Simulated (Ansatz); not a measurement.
# CH4BrFMg: the cost of one run

Program: Ansatz 0.2.0. Level of theory: RKS PBE/def2-SVP. These are calculated values, not measurements.

**1. Starting point**

Bond lengths: Mg1–Br2 3.050 Å, Mg1–C3 2.084 Å, Mg1–F5 2.349 Å, C3–H6 1.085 Å, C3–H7 1.084 Å, C3–H8 1.087 Å. Angles: Br2–Mg1–C3 146.8°, Br2–Mg1–F5 67.6°, C3–Mg1–F5 124.3°, Mg1–C3–H6 107.7°, Mg1–C3–H7 114.0°, Mg1–C3–H8 107.5°, H6–C3–H7 109.3°, H6–C3–H8 109.2°, H7–C3–H8 109.1°.

Structure file:

```xyz
8

Mg    0.1824    0.5564    0.2762
Br    3.2118    0.7354    0.5829
C    -1.4178    0.0842   -0.9720
H     2.0955   -0.4551    1.7187
F     0.9954   -0.8462    1.9756
H    -2.0040   -0.6847   -0.4803
H    -2.0584    0.9270   -1.2066
H    -1.0050   -0.3169   -1.8945
```

**2. Pulling towards end A**

Springs on the bonds that form and break draw the guess towards this end; the thresholds are loose.

input.yaml

```yaml
crystal:
  periodic: [false, false, false]
  atoms:
    - { symbol: Mg, position_ang: [0.1824, 0.5564, 0.2762] }
    - { symbol: Br, position_ang: [3.2118, 0.7354, 0.5829] }
    - { symbol: C, position_ang: [-1.4178, 0.0842, -0.972] }
    - { symbol: H, position_ang: [2.0955, -0.4551, 1.7187] }
    - { symbol: F, position_ang: [0.9954, -0.8462, 1.9756] }
    - { symbol: H, position_ang: [-2.004, -0.6847, -0.4803] }
    - { symbol: H, position_ang: [-2.0584, 0.927, -1.2066] }
    - { symbol: H, position_ang: [-1.005, -0.3169, -1.8945] }
basis:
  gaussian: { orbitals: def2-SVP }
hamiltonian:
  xc: pbe
relax:
  f_tol: 0.15
  max_steps: 25
  restrain:
    - { distance: [0, 4], at: 3.28, k: 30.0 }
    - { distance: [3, 1], at: 2.81, k: 30.0 }
    - { distance: [0, 1], at: 2.61, k: 30.0 }
    - { distance: [3, 4], at: 0.88, k: 30.0 }
output:
  orbitals: {}
```

The run is started by

```
ansatz run input.yaml --threads 2 --pin off --max-ram 3072MiB --backend cpu --events-out ev --progress --plain --runs-dir out
```

Q: Estimate wall time and peak memory on 2 threads of Intel Xeon Platinum 8488C (Sapphire Rapids), shared host.

About 12 s, with a peak of 0.17 GiB.
